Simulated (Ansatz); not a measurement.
# GaH3SSi: the cost of one run

All numbers are computed with the Python package of Ansatz 0.2.0. Level of theory: MP2/def2-SVP.

### 1 The structure

Bond lengths: Si1–S2 2.079 Å, Si1–Ga3 1.786 Å, S2–Ga3 2.273 Å, Si1–H4 1.430 Å, Si1–H5 1.508 Å, Ga3–H6 1.676 Å. Angles: Si1–S2–Ga3 48.2°, S2–Si1–Ga3 71.6°, S2–Si1–H4 110.6°, S2–Si1–H5 111.3°, Ga3–Si1–H4 177.1°, Ga3–Si1–H5 71.3°, H4–Si1–H5 105.9°, Si1–Ga3–S2 60.2°, Si1–Ga3–H6 61.1°, S2–Ga3–H6 68.0°.

The script holds or builds the structure itself.

### 2 Script

The input, scan_gah3ssi.py:

```python
"""Stretching a bond of GaH3SSi, the rest held rigid."""

import ansatz as az
import numpy as np

geometry_ang = [
    ("Si", (-0.4364, -0.0213, -0.1856)),
    ("S", (1.2205, -1.2704, -0.0577)),
    ("Ga", (0.908, 0.8986, 0.5463)),
    ("H", (-1.5299, -0.6987, -0.8113)),
    ("H", (-0.1491, 1.1826, -1.0465)),
    ("H", (0.029, -0.1549, 1.5087)),
]
molecule = az.Crystal.molecule()
for symbol, xyz in geometry_ang:
    molecule = molecule.atom(symbol, xyz)

symbols = [site.symbol for site in molecule.cartesian_sites]
start = np.array([site.position_ang for site in molecule.cartesian_sites])
axis = (start[4] - start[0]) / np.linalg.norm(start[4] - start[0])
moving = [4]
lengths, energies = [1.28, 1.39, 1.51, 1.66, 1.88, 2.26, 2.71, 3.32], []
for length in lengths:
    xyz = start.copy()
    xyz[moving] += (length - np.linalg.norm(start[4] - start[0])) * axis
    point = az.Crystal.molecule()
    for symbol, xyz in zip(symbols, xyz):
        point = point.atom(symbol, xyz.tolist())
    job = point.calculation().basis(gaussian="def2-SVP").correlation("mp2")
    report = job.run(threads=1, pin="off").report
    energies.append(report["free_energy_ev"])
    print(f"r = {length:6.3f} A  E = {energies[-1]:.5f} eV  <S^2> = {abs(report['mean_field']['state']['spin_squared']):.3f}")

print("energy above the lowest point (eV):", [round(e - min(energies), 3) for e in energies])
```

### 3 The input behind the calls

The package turns the script's settings into the engine's input (first run):

```yaml
crystal:
  periodic: [false, false, false]
  atoms:
    - { symbol: Si, position_ang: [-0.4364, -0.0213, -0.1856] }
    - { symbol: S, position_ang: [1.2205, -1.2704, -0.0577] }
    - { symbol: Ga, position_ang: [0.908, 0.8986, 0.5463] }
    - { symbol: H, position_ang: [-1.5299, -0.6987, -0.8113] }
    - { symbol: H, position_ang: [-0.1924843655113443, 1.0008024446950667, -0.9164979106553558] }
    - { symbol: H, position_ang: [0.029, -0.1549, 1.5087] }
basis:
  gaussian:
    orbitals: def2-SVP
correlation:
  method: mp2
```

### 4 The run

On the command line:

```console
$ python scan_gah3ssi.py
```

Q: Estimate wall time and peak memory on 1 thread of Arm Neoverse V2, shared host.

About 21 s, with a peak of 0.26 GiB.
